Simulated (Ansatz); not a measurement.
**C2H3InNO radical: up Jacob's ladder to CCSD(T)**

The task here is to estimate one member of a computed series from the others.

The runs use Ansatz 0.2.0, Gaussian basis; functionals in def2-TZVPP, the program's frozen cores in correlated methods.

Plan: LDA (SPW92), PBE-D4, revPBE-D4, BLYP-D4, r2SCAN-D4, B97M-V, PBE0-D4, B3LYP-D4, r2SCANh-D4, r2SCAN0-D4, HSE06-D4, BHLYP-D4, CAM-B3LYP-D4, LC-ωPBE, ωB97X-V, ωB97M-V, B2PLYP, PBE-QIDH; CCSD(T)/def2-SVP; MP2/def2-TZVPP; MP2/def2-QZVPP; RPA on PBE.

**The relaxed structure**

The geometry comes from an earlier relaxation with PBE0-D4 in a triple-zeta def2 set; it is a stationary point, not always the lowest conformer. In takes the def2 core potential; no spin-orbit term is included.

SMILES `[CH3][In][N]=C=O`, 8 atoms, charge 0, spin multiplicity 2.

Atoms are counted from 1 here; the program's logs count them from 0.

Bond lengths: C1–In2 2.204 Å, C1–H6 1.087 Å, C1–H7 1.090 Å, C1–H8 1.090 Å, In2–N3 2.084 Å, N3–C4 1.202 Å, C4–O5 1.172 Å. Angles: In2–C1–H6 110.8°, In2–C1–H7 106.2°, In2–C1–H8 106.3°, H6–C1–H7 111.5°, H6–C1–H8 111.4°, H7–C1–H8 110.5°, C1–In2–N3 109.6°, In2–N3–C4 138.9°, N3–C4–O5 177.5°.

Set-up of the first run:

The input, in.yaml:

```yaml
crystal:
  periodic: [false, false, false]
  atoms:
    - {symbol: C, position_ang: [0.036216, 1.892857, -0.022797]}
    - {symbol: In, position_ang: [-0.021094, -0.013589, -1.127763]}
    - {symbol: N, position_ang: [-0.023416, -1.602970, 0.220624]}
    - {symbol: C, position_ang: [-0.051376, -2.804974, 0.203753]}
    - {symbol: O, position_ang: [-0.077801, -3.976520, 0.237674]}
    - {symbol: H, position_ang: [0.001949, 2.736264, -0.707212]}
    - {symbol: H, position_ang: [-0.826976, 1.884297, 0.643326]}
    - {symbol: H, position_ang: [0.962487, 1.884644, 0.552386]}
basis:
  gaussian: {orbitals: def2-TZVPP}
magnetization: {spin_polarized: true, initial_magnetization: 1}
hamiltonian: {xc: lda}
output: {orbitals: {seedname: orbitals}}
```

On the command line:

```console
$ ansatz run in.yaml --threads 4 --pin off --events-out ev --progress --plain --max-ram 10444MiB
```

Among the steps run: LDA; PBE-D4 (GGA); revPBE-D4 (GGA); BLYP-D4 (GGA); r2SCAN-D4 (meta-GGA); B97M-V (meta-GGA); B3LYP-D4 (hybrid); r2SCANh-D4 (hybrid); r2SCAN0-D4 (hybrid); HSE06-D4 (hybrid); BHLYP-D4 (hybrid); CAM-B3LYP-D4 (range-separated); LC-ωPBE (range-separated); ωB97X-V (range-separated); ωB97M-V (range-separated); B2PLYP (double hybrid); PBE-QIDH (double hybrid).

One table of the session follows, with a row left open; its other results are not shown here.

It belongs to the step «Orbital energies across the functionals». 

| functional | HOMO (eV) | LUMO (eV) | gap (eV) |
| --- | --- | --- | --- |
| LDA (SPW92) | -5.15 | -4.47 | 0.68 |
| PBE-D4 | -5.01 | -4.12 | 0.89 |
| revPBE-D4 | -4.96 | -3.99 | 0.97 |
| BLYP-D4 | ? | ? | ? |
| r2SCAN-D4 | -5.36 | -3.81 | 1.55 |
| B97M-V | -5.06 | -4.24 | 0.83 |
| PBE0-D4 | -6.05 | -3.31 | 2.74 |
| B3LYP-D4 | -5.84 | -3.68 | 2.17 |
| r2SCANh-D4 | -5.75 | -3.52 | 2.23 |
| r2SCAN0-D4 | -6.32 | -3.09 | 3.24 |
| HSE06-D4 | -5.66 | -3.68 | 1.99 |
| BHLYP-D4 | -6.93 | -2.59 | 4.34 |
| CAM-B3LYP-D4 | -7.26 | -2.51 | 4.75 |
| LC-ωPBE | -8.53 | -1.17 | 7.36 |
| ωB97X-V | -8.08 | -1.52 | 6.56 |
| ωB97M-V | -8.04 | -1.73 | 6.31 |

Estimate the missing values for BLYP-D4.

Worked estimate for «HOMO (eV)». Against the share of exact exchange, B3LYP-D4 (0.2, -5.84), BHLYP-D4 (0.5, -6.93) give a slope of -3.63 per unit share; at 0 the line stands at -5.11.

As computed: HOMO (eV): -4.86; LUMO (eV): -4.12; gap (eV): 0.74. In «HOMO (eV)» the line misses by -0.25.
